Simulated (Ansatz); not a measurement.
# CH₆O₃Sn: small, medium and large basis sets

Aim: see how fast density functionals converge with the basis set for CH₆O₃Sn.

Program: Ansatz 0.2.0, Gaussian basis. Level of theory: one geometry, several basis sets. These are calculated values, not measurements.

The runs, in order: PBE0-D4/def2-SVP; ωB97M-V/def2-SVP; PBE0-D4/def2-QZVPP; ωB97M-V/def2-QZVPP; the functionals' def2-TZVPP values are taken from earlier runs.

**1. The geometry**

All runs share one geometry, relaxed beforehand with PBE0-D4 in a triple-zeta def2 set. Sn takes the def2 core potential; no spin-orbit term is included.

SMILES `C[O][SnH]([OH])[OH]`, 11 atoms, charge 0, spin multiplicity 1.

Atoms are counted from 1 here; the program's logs count them from 0.

Bond lengths: C1–O2 1.410 Å, C1–H6 1.098 Å, C1–H7 1.097 Å, C1–H8 1.093 Å, O2–Sn3 1.952 Å, Sn3–O4 1.958 Å, Sn3–O5 1.948 Å, Sn3–H9 1.690 Å, O4–H10 0.960 Å, O5–H11 0.961 Å. Angles: O2–C1–H6 112.3°, O2–C1–H7 112.3°, O2–C1–H8 108.0°, H6–C1–H7 108.2°, H6–C1–H8 107.9°, H7–C1–H8 108.1°, C1–O2–Sn3 120.6°, O2–Sn3–O4 107.7°, O2–Sn3–O5 110.0°, O2–Sn3–H9 108.0°, O4–Sn3–O5 102.6°, O4–Sn3–H9 116.0°, O5–Sn3–H9 112.2°, Sn3–O4–H10 113.3°, Sn3–O5–H11 111.5°.

**2. PBE0-D4 in def2-SVP**

in.yaml reads:

```yaml
crystal:
  periodic: [false, false, false]
  atoms:
    - {symbol: C, position_ang: [0.020005, 1.579361, -0.769856]}
    - {symbol: O, position_ang: [0.863769, 0.452807, -0.846596]}
    - {symbol: Sn, position_ang: [0.608964, -1.064843, 0.354415]}
    - {symbol: O, position_ang: [-1.064266, -1.949195, -0.148350]}
    - {symbol: O, position_ang: [0.231438, -0.431302, 2.157609]}
    - {symbol: H, position_ang: [-1.015458, 1.343197, -1.048066]}
    - {symbol: H, position_ang: [0.011790, 2.025350, 0.231858]}
    - {symbol: H, position_ang: [0.393624, 2.329486, -1.472199]}
    - {symbol: H, position_ang: [2.001221, -2.020632, 0.290789]}
    - {symbol: H, position_ang: [-1.276147, -1.858179, -1.080747]}
    - {symbol: H, position_ang: [-0.709540, -0.463150, 2.351744]}
basis:
  gaussian: {orbitals: def2-SVP}
hamiltonian: {xc: pbe0, dispersion: d4}
output: {orbitals: {seedname: orbitals}}
```

On the command line:

```sh
> ansatz run in.yaml --threads 4 --pin off --events-out ev --progress --plain --max-ram 10444MiB
```

Further steps of the session: ωB97M-V in def2-SVP; PBE0-D4 in def2-QZVPP; ωB97M-V in def2-QZVPP.

Before running them: what should the planned runs give, taken together? Wanted: PBE0-D4: double and triple zeta above quadruple; ωB97M-V: double and triple zeta above quadruple.

As calculated:

```
                                       quantity           value
PBE0-D4: double and triple zeta above quadruple  10.16, 0.52 eV
ωB97M-V: double and triple zeta above quadruple  10.42, 0.50 eV
```

**Reading.** For PBE0-D4 the step from double to triple zeta gains 9.64 eV and the next only 0.52 eV. Total energies overstate the basis error of differences, where much of it tends to cancel. The LUMO of ωB97M-V is positive and keeps falling with the basis (1.48 to 0.74 eV): an unbound level that the basis holds in place.
